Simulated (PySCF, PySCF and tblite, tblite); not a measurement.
**4-hydroxypyridine (C5H5NO): a path driven as rotation about a bond, and NMR exchange**

Aim: the barrier and rate of rotation about a bond in 4-hydroxypyridine (C5H5NO) (`Oc1ccncc1`), and what it does to NMR lines.

Computed with tblite 0.8.0 (tight binding) and PySCF 2.14.0 (DFT, with response routines of our own); each step states its level. Atoms count from 0 throughout.

### Step 1. The starting structure

12 atoms, charge 0, multiplicity 1; geometry from: force field or distance geometry start.

Bonds of the start (Å): C1–C2 1.37, C1–C6 1.39, C2–C3 1.39, C2–H8 1.09, C3–H9 1.07, C3–N4 1.35, C5–C6 1.38, C5–H10 1.09, C6–H11 1.09, N4–C5 1.34, O0–C1 1.37, O0–H7 0.98.

### Step 2. GFN2-xTB relaxation, start minimum

Job settings and geometry (Å):

```
{"job": {"xc": "GFN2-xTB", "basis": "xTB", "kind": "relax"}, "charge": 0, "multiplicity": 1}
O      0.168700    -1.617300     0.714800
C      0.889200    -0.753800    -0.061000
C      0.930400    -0.980700    -1.415700
C      1.665800    -0.099100    -2.201900
N      2.362600     0.935000    -1.683300
C      2.305900     1.114300    -0.355000
C      1.595000     0.303000     0.504200
H      0.237000    -1.339600     1.650400
H      0.383200    -1.803400    -1.865900
H      1.721500    -0.228700    -3.266700
H      2.877600     1.959000     0.020500
H      1.590700     0.495600     1.573400
```

Launch:

```bash
> OMP_NUM_THREADS=1 python ens_run.py task.json out
```

One launch serves the whole session.

The log of the run:

```text
step      E/eV     max force
  0    -550.35530    1.434
  1    -550.40191    0.606
  2    -550.40937    0.217
  3    -550.41275    0.161
  4    -550.41580    0.146
  5    -550.41659    0.076
  6    -550.41705    0.060
  7    -550.41739    0.059
  8    -550.41757    0.037
  9    -550.41767    0.026
 10    -550.41774    0.024
 11    -550.41779    0.020
 12    -550.41782    0.016
 13    -550.41785    0.014
 14    -550.41787    0.016
 15    -550.41790    0.016
 16    -550.41792    0.010
 17    -550.41793    0.009
 18    -550.41793    0.005
 19    -550.41794    0.004
 20    -550.41794    0.002
```

Wall time 0.24 s (1 thread of Intel Xeon Platinum 8488C, shared host).

Relaxing gained 0.063 eV and moved the atoms by 0.02 Å on average (rms).

### Step 3. Relaxed scan, rotation

Job settings and geometry (Å):

```
{"job": {"xc": "GFN2-xTB", "basis": "xTB", "coordinate": [["t", [2, 1, 0, 7], 0.5], ["t", [6, 1, 0, 7], 0.5]], "kind": "drive"}, "charge": 0, "multiplicity": 1}
O      0.162179    -1.617260     0.724116
C      0.887207    -0.768933    -0.039419
C      0.929433    -0.969917    -1.417983
C      1.675096    -0.092292    -2.182326
N      2.353252     0.928369    -1.682664
C      2.309894     1.113492    -0.375616
C      1.598094     0.303245     0.492408
H      0.219815    -1.363762     1.654105
H      0.388592    -1.792226    -1.856123
H      1.734734    -0.210440    -3.255962
H      2.876078     1.956957    -0.002915
H      1.593389     0.497076     1.556187
```

The log of the run:

```text
point  coordinate     E/eV
  0    -75.300     -550.39905
  1    -60.600     -550.34793
  2    -45.600     -550.27696
  3    -30.600     -550.20427
  4    -15.300     -550.14980
  5      0.000     -550.12950
  6     15.300     -550.15012
  7     30.600     -550.20477
  8     45.700     -550.27720
  9     60.600     -550.34792
 10     75.300     -550.39924
 11     90.000     -550.41752
```

It took 0.99 s on 1 thread of Intel Xeon Platinum 8488C, shared host.

The highest point is number 5, 6.2 kcal/mol above the first.

### Step 4. Nudged elastic band, leg 1

The job, as its differences from that of step 3:

```diff
@@ -1,2 +1,2 @@
-{"job": {"xc": "GFN2-xTB", "basis": "xTB", "coordinate": [["t", [2, 1, 0, 7], 0.5], ["t", [6, 1, 0, 7], 0.5]], "kind": "drive"}, "charge": 0, "multiplicity": 1}
+{"job": {"xc": "GFN2-xTB", "basis": "xTB", "kind": "neb"}, "charge": 0, "multiplicity": 1}
 O      0.162179    -1.617260     0.724116
```

The log of the run:

```text
image   E - E0 / eV
  0       0.0000
  1       0.0656
  2       0.2123
  3       0.2882
  4       0.1991
  5       0.0557
  6       0.0000
```

It took 0.99 s on 1 thread of Intel Xeon Platinum 8488C, shared host.

The highest point is number 3, 6.6 kcal/mol above the first.

### Step 5. Saddle search, leg 1

Job settings and geometry (Å):

```
{"job": {"xc": "GFN2-xTB", "basis": "xTB", "kind": "saddle"}, "charge": 0, "multiplicity": 1}
O     -0.929293    -1.509498     1.458477
C     -0.366243    -0.608304     0.583006
C     -0.437812    -0.810748    -0.790921
C      0.214613     0.091232    -1.616823
N      0.893484     1.133429    -1.171993
C      0.955981     1.321458     0.134045
C      0.346835     0.487036     1.057333
H     -1.840277    -1.276155     1.657714
H     -0.981385    -1.651263    -1.192936
H      0.192983    -0.027633    -2.691652
H      1.525188     2.184057     0.455788
H      0.425925     0.666389     2.117962
```

The log of the run:

```text
step      E/eV     max force
  0    -550.12975   0.0374
  1    -550.12985   0.0088
  2    -550.12985   0.0000
lowest wavenumbers (cm-1): -466.0 207.6 339.9 385.4 491.8 498.2
```

Run time: 1 s. Hardware: 1 thread of Intel Xeon Platinum 8488C, shared host.

Point group Cs; 1 imaginary mode, 466i cm⁻¹, carried by H7. Steps downhill from it reached both ends.

### Step 6. Shieldings, start: PBE0/pcSseg-1 in acetonitrile

Job settings and geometry (Å):

```
{"job": {"kind": "nmr", "xc": "PBE0", "basis": "pcSseg-1", "solvent": "acetonitrile", "pop": false}, "charge": 0, "multiplicity": 1}
O      0.162179    -1.617260     0.724116
C      0.887207    -0.768933    -0.039419
C      0.929433    -0.969917    -1.417983
C      1.675096    -0.092292    -2.182326
N      2.353252     0.928369    -1.682664
C      2.309894     1.113492    -0.375616
C      1.598094     0.303245     0.492408
H      0.219815    -1.363762     1.654105
H      0.388592    -1.792226    -1.856123
H      1.734734    -0.210440    -3.255962
H      2.876078     1.956957    -0.002915
H      1.593389     0.497076     1.556187
```

The log of the run:

```text
coarse grid: 10680 points
cycle   1  E = -323.0035065619  dE =  1.361e+00  |g| = 5.712e-01  |ddm| = 3.384e+00
cycle   2  E = -322.9686960142  dE =  3.481e-02  |g| = 7.409e-01  |ddm| = 1.083e+00
cycle   3  E = -323.0650531944  dE = -9.636e-02  |g| = 8.695e-02  |ddm| = 6.074e-01
cycle   4  E = -323.0664907900  dE = -1.438e-03  |g| = 3.243e-02  |ddm| = 8.237e-02
cycle   5  E = -323.0667279127  dE = -2.371e-04  |g| = 8.757e-03  |ddm| = 3.335e-02
cycle   6  E = -323.0667442965  dE = -1.638e-05  |g| = 3.364e-03  |ddm| = 1.035e-02
cycle   7  E = -323.0667467116  dE = -2.415e-06  |g| = 9.672e-04  |ddm| = 3.458e-03
final grid: 105104 points
cycle   8  E = -323.1155905087  dE = -2.312e-05  |g| = 9.329e-03  |ddm| = 3.240e-02
cycle   9  E = -323.1155714596  dE =  1.905e-05  |g| = 1.384e-02  |ddm| = 1.862e-02
cycle  10  E = -323.1156083919  dE = -3.693e-05  |g| = 1.142e-03  |ddm| = 1.102e-02
cycle  11  E = -323.1156086822  dE = -2.903e-07  |g| = 2.145e-04  |ddm| = 1.054e-03
cycle  12  E = -323.1156086886  dE = -6.447e-09  |g| = 1.356e-04  |ddm| = 2.777e-04
cycle  13  E = -323.1156086928  dE = -4.126e-09  |g| = 2.212e-05  |ddm| = 1.306e-04
cycle  14  E = -323.1156086929  dE = -1.035e-10  |g| = 4.320e-06  |ddm| = 1.995e-05
converged SCF energy = -323.1156086929

GIAO shielding tensors (ppm)
atom      isotropic    diamagn.    paramagn.     s11        s22        s33       span
  0 O      202.288     393.166    -190.878    139.026    232.484    235.355     96.330
  1 C       15.548     250.659    -235.111    -79.159     -0.467    126.271    205.430
  2 C       71.127     254.982    -183.855    -20.473     64.826    169.028    189.501
  3 C       30.063     250.070    -220.007    -77.606     23.673    144.123    221.729
  4 N      -51.753     334.422    -386.175   -323.301   -144.129    312.170    635.471
  5 C       29.835     250.841    -221.006    -77.900     23.691    143.713    221.613
  6 C       70.598     258.593    -187.995    -20.897     70.045    162.647    183.544
  7 H       25.773      32.632      -6.859     18.043     24.225     35.050     17.007
  8 H       24.489      31.167      -6.678     21.572     23.801     28.092      6.520
  9 H       22.901      28.180      -5.279     18.957     23.035     26.711      7.754
 10 H       22.947      28.736      -5.789     18.992     23.062     26.787      7.795
 11 H       24.549      32.466      -7.917     21.524     23.935     28.188      6.663
```

Run time: 24 s. Hardware: 1 thread of Intel Xeon Platinum 8488C, shared host; peak memory 0.72 GiB.

This run: HOMO -7.45 eV, LUMO -0.49 eV; dipole 3.78 D.

### Step 7. Shieldings, saddle of leg 1: PBE0/pcSseg-1 in acetonitrile

Job settings and geometry (Å):

```
{"job": {"kind": "nmr", "xc": "PBE0", "basis": "pcSseg-1", "solvent": "acetonitrile", "pop": false}, "charge": 0, "multiplicity": 1}
O     -0.935186    -1.510502     1.453837
C     -0.364460    -0.610960     0.582201
C     -0.433639    -0.812762    -0.791955
C      0.213704     0.091667    -1.617966
N      0.889766     1.135548    -1.171949
C      0.954943     1.319755     0.134763
C      0.348850     0.483704     1.058346
H     -1.840261    -1.260672     1.661745
H     -0.972090    -1.657478    -1.192088
H      0.188801    -0.024333    -2.693485
H      1.521351     2.183407     0.457418
H      0.428220     0.662627     2.119134
```

The log of the run:

```text
coarse grid: 10680 points
cycle   1  E = -322.9900153691  dE =  1.339e+00  |g| = 5.926e-01  |ddm| = 3.375e+00
cycle   2  E = -322.9529301257  dE =  3.709e-02  |g| = 7.657e-01  |ddm| = 1.111e+00
cycle   3  E = -323.0553874669  dE = -1.025e-01  |g| = 7.921e-02  |ddm| = 6.465e-01
cycle   4  E = -323.0565164625  dE = -1.129e-03  |g| = 3.616e-02  |ddm| = 8.349e-02
cycle   5  E = -323.0568131259  dE = -2.967e-04  |g| = 1.079e-02  |ddm| = 3.966e-02
cycle   6  E = -323.0568391687  dE = -2.604e-05  |g| = 3.054e-03  |ddm| = 1.236e-02
cycle   7  E = -323.0568410723  dE = -1.904e-06  |g| = 7.511e-04  |ddm| = 2.769e-03
final grid: 105104 points
cycle   8  E = -323.1062027657  dE = -2.585e-05  |g| = 8.501e-03  |ddm| = 3.236e-02
cycle   9  E = -323.1061922572  dE =  1.051e-05  |g| = 1.155e-02  |ddm| = 1.703e-02
cycle  10  E = -323.1062176788  dE = -2.542e-05  |g| = 9.939e-04  |ddm| = 9.500e-03
cycle  11  E = -323.1062178903  dE = -2.115e-07  |g| = 1.870e-04  |ddm| = 8.915e-04
cycle  12  E = -323.1062178949  dE = -4.578e-09  |g| = 1.195e-04  |ddm| = 2.398e-04
cycle  13  E = -323.1062178981  dE = -3.161e-09  |g| = 2.305e-05  |ddm| = 1.186e-04
cycle  14  E = -323.1062178982  dE = -1.189e-10  |g| = 2.663e-06  |ddm| = 1.943e-05
converged SCF energy = -323.1062178982

GIAO shielding tensors (ppm)
atom      isotropic    diamagn.    paramagn.     s11        s22        s33       span
  0 O      243.048     391.319    -148.271    192.382    250.470    286.292     93.910
  1 C       13.824     251.390    -237.566    -90.889     12.337    120.023    210.912
  2 C       60.178     256.412    -196.234    -39.201     56.858    162.877    202.078
  3 C       29.507     251.165    -221.658    -78.475     23.062    143.934    222.409
  4 N      -66.956     333.306    -400.262   -355.375   -156.893    311.401    666.775
  5 C       29.508     251.162    -221.654    -78.472     23.057    143.937    222.409
  6 C       60.183     256.416    -196.233    -39.196     56.870    162.876    202.071
  7 H       27.611      31.193      -3.582     21.169     22.131     39.533     18.364
  8 H       24.096      31.162      -7.067     21.349     22.803     28.135      6.786
  9 H       22.747      29.280      -6.533     18.740     22.830     26.670      7.930
 10 H       22.747      29.279      -6.533     18.740     22.830     26.670      7.930
 11 H       24.096      31.163      -7.067     21.350     22.803     28.136      6.786
```

It took 29 s on 1 thread of Intel Xeon Platinum 8488C, shared host; peak memory 0.72 GiB.

This run: HOMO -7.70 eV, LUMO -0.66 eV; dipole 3.22 D.

The fields below are evaluated on a grid from the run's orbitals.

Frontier orbitals at PBE0/pcSseg-1, with the share of their density that lies nearest to each atom:

| orbital | energy (eV) | lies on |
| --- | --- | --- |
| HOMO | -7.70 | N4 66 % |
| LUMO | -0.66 | C1 28 %; N4 24 %; C3, C5 about 10 % each |

ELF in a plane through or near 11 of the atoms.

Ten even steps from ' ' (0.00) to '@' (1.00):
```
                                                        
                                                        
                                                        
                    ::####--      ::++==                
                  ==@@@@@@@@..  ::@@@@@@@@::            
                  ==@@@@@@@@--  ==@@@@@@@@--            
                    ++@@@@++++**++%%@@@@==              
          ..::++--  ..++--%%==%%--::**--                
          ::==####==::##%%::**##--==##++====--          
          --****++##++==::++....--##::**@@@@%%--        
          --****==##++----**....--##--++@@@@%%--        
          ::==####==::##%%==**##--++**======--          
          ..::++--  ..++==%%++%%::--**--                
                    ++@@@@******++%%@@@@==              
                  ==@@@@@@@@--  ==@@@@@@@@--            
                  ==@@@@@@@@..  ..@@@@@@@@..            
                    --####--      ::++==..              
                                                        
                                                        
                                                        
```
The map spans 10.7 Å across and 9.5 Å up, centred on the molecule. Atoms in the plane (x, y in Å): O0 (-2.3, 0.0), C1 (-0.9, 0.0), C2 (-0.2, 1.2), C3 (1.2, 1.1), N4 (1.9, 0.0), C5 (1.2, -1.1), C6 (-0.2, -1.2), H8 (-0.7, 2.1), H9 (1.8, 2.0), H10 (1.8, -2.0), H11 (-0.7, -2.1).

On the surface of density 0.002 e/bohr³ the electrostatic potential runs, from the 1st to the 99th percentile, from -2.06 V near N4 to 2.93 V near H7.

### Step 8. Barriers, rates and exchange

Job settings and geometry (Å):

```
{"job": {"smiles": "Oc1ccncc1", "charge": 0, "mult": 1, "motion": "rotation", "what": "aryl ether", "atoms": [1, 0], "drives": [{"terms": [["t", [2, 1, 0, 7], 0.5], ["t", [6, 1, 0, 7], 0.5]], "by": 180, "n": 12}], "study": "path", "level": {"kind": "nmr", "xc": "PBE0", "basis": "pcSseg-1", "solvent": "acetonitrile"}, "fields": [100, 300, 800], "first": 1, "seed": 269, "kind": "path"}, "charge": 0, "multiplicity": 1}
O      0.162179    -1.617260     0.724116
C      0.887207    -0.768933    -0.039419
C      0.929433    -0.969917    -1.417983
C      1.675096    -0.092292    -2.182326
N      2.353252     0.928369    -1.682664
C      2.309894     1.113492    -0.375616
C      1.598094     0.303245     0.492408
H      0.219815    -1.363762     1.654105
H      0.388592    -1.792226    -1.856123
H      1.734734    -0.210440    -3.255962
H      2.876078     1.956957    -0.002915
H      1.593389     0.497076     1.556187
```

The log of the run:

```text
stationary points (kcal/mol above the start)
  n  kind          group   xTB      DFT    lowest mode
  0  minimum      Cs       0.00     0.00     210.5
  1  saddle       Cs       6.64     5.90    -466.0
  2  minimum      Cs       0.00     0.00     210.5

GFN2-xTB energies: T/K, barrier G, reaction G (kcal/mol), k forward, k back (1/s)
 150.00     5.84    -0.00   1.94e+04   1.92e+04
 200.00     5.85    -0.00    3.4e+06   3.37e+06
 250.00     5.86    -0.00   7.78e+07   7.72e+07
 298.15     5.89    -0.00   5.97e+08   5.93e+08
 350.00     5.93    -0.00   2.89e+09   2.87e+09
 400.00     5.98    -0.00   9.03e+09   8.99e+09
 500.00     6.10    -0.00    4.5e+10   4.48e+10

PBE0/pcSseg-1 + D3(BJ), IEF-PCM acetonitrile energies: T/K, barrier G, reaction G (kcal/mol), k forward, k back (1/s)
 150.00     5.10    -0.00   2.35e+05   2.32e+05
 200.00     5.10    -0.00    2.2e+07   2.18e+07
 250.00     5.12    -0.00   3.47e+08   3.44e+08
 298.15     5.15    -0.00   2.09e+09   2.08e+09
 350.00     5.19    -0.00   8.41e+09   8.36e+09
 400.00     5.24    -0.00    2.3e+10   2.29e+10
 500.00     5.36    -0.00   9.49e+10   9.45e+10
```

Run time: 58 s. Hardware: 1 thread of Intel Xeon Platinum 8488C, shared host; peak memory 0.72 GiB. This counts the whole study up to here.

Barriers by level (kcal/mol; entropies in cal/(mol K)). Zero-point and thermal terms come from xTB in every row. ΔG‡ leaves symmetry out; the rate counts equivalent paths (a factor of 2); effective ΔG‡, where given, is the barrier that would give that rate by Eyring's equation alone:

| level | ΔE‡ | with zero-point | ΔH‡ | ΔS‡ | ΔG‡ (298 K) | ΔE of reaction | k at 298 K (1/s) | effective ΔG‡ |
| --- | --- | --- | --- | --- | --- | --- | --- | --- |
| GFN2-xTB | 6.64 | 5.84 | 5.70 | -0.6 | 5.89 | 0.00 | 6e+08 | 5.48 |
| PBE0/pcSseg-1 + D3(BJ), IEF-PCM acetonitrile | 5.90 | 5.10 | 4.96 | -0.6 | 5.15 | 0.00 | 2.1e+09 | 4.74 |

Sites that the driver pairs across this motion, and where their lines would merge (no couplings; faster rotations or exchange between molecules can average them sooner):

| nucleus | sites: shielding (ppm) | proton frequency (MHz) | spread (Hz) | coalescence (K) | lines at 298 K |
| --- | --- | --- | --- | --- | --- |
| $^{13}$C | C2: 71.1; C6: 70.6 | 100 | 13 | 100 | 1 |
| $^{13}$C | C2: 71.1; C6: 70.6 | 300 | 40 | 104 | 1 |
| $^{13}$C | C2: 71.1; C6: 70.6 | 800 | 106 | 108 | 1 |
| $^{1}$H | H8: 24.49; H11: 24.55 | 100 | 6 | 97 | 1 |
| $^{1}$H | H8: 24.49; H11: 24.55 | 300 | 18 | 101 | 1 |
| $^{1}$H | H8: 24.49; H11: 24.55 | 800 | 48 | 105 | 1 |
| $^{1}$H | H9: 22.90; H10: 22.95 | 100 | 5 | 96 | 1 |
| $^{1}$H | H9: 22.90; H10: 22.95 | 300 | 14 | 100 | 1 |
| $^{1}$H | H9: 22.90; H10: 22.95 | 800 | 37 | 104 | 1 |

### Step 9. Nudged elastic band

Job settings and geometry (Å):

```
{"job": {"images": 3, "climb": false, "steps": 60, "xc": "GFN2-xTB", "basis": "xTB", "kind": "neb"}, "charge": 0, "multiplicity": 1}
O      0.162179    -1.617260     0.724116
C      0.887207    -0.768933    -0.039419
C      0.929433    -0.969917    -1.417983
C      1.675096    -0.092292    -2.182326
N      2.353252     0.928369    -1.682664
C      2.309894     1.113492    -0.375616
C      1.598094     0.303245     0.492408
H      0.219815    -1.363762     1.654105
H      0.388592    -1.792226    -1.856123
H      1.734734    -0.210440    -3.255962
H      2.876078     1.956957    -0.002915
H      1.593389     0.497076     1.556187
```

The log of the run:

```text
image   E - E0 / eV
  0       0.0000
  1       0.2890
  2       0.0000
```

It took 0.21 s on 1 thread of Intel Xeon Platinum 8488C, shared host.

This input is unsound on purpose: too few images.

The highest point is number 1, 6.7 kcal/mol above the first.

### Step 10. What came out

| quantity | value |
| --- | --- |
| barrier (PBE0/pcSseg-1 + D3(BJ), IEF-PCM acetonitrile) | ΔE‡ 5.9, ΔG‡(298 K) 5.2 kcal/mol |
| barrier (GFN2-xTB) | ΔE‡ 6.6 kcal/mol |
| rate at 298 K | 2.1e+09 s⁻¹ |
| end of the path | the start, renumbered or mirrored |
| coalescence of $^{13}$C C2 | 108 K at 800 MHz |

What this shows: DFT puts the top 5.9 kcal/mol above the start (xTB: 6.6); the rate from the DFT barrier is 2.1e+09 s⁻¹ at 298 K. An error of 1.4 kcal/mol changes that rate tenfold. The $^{13}$C lines of C2 and its partners, 106 Hz apart at 800 MHz, merge at 108 K, so by this path alone the exchange at 298 K is fast for them; other paths were not followed.
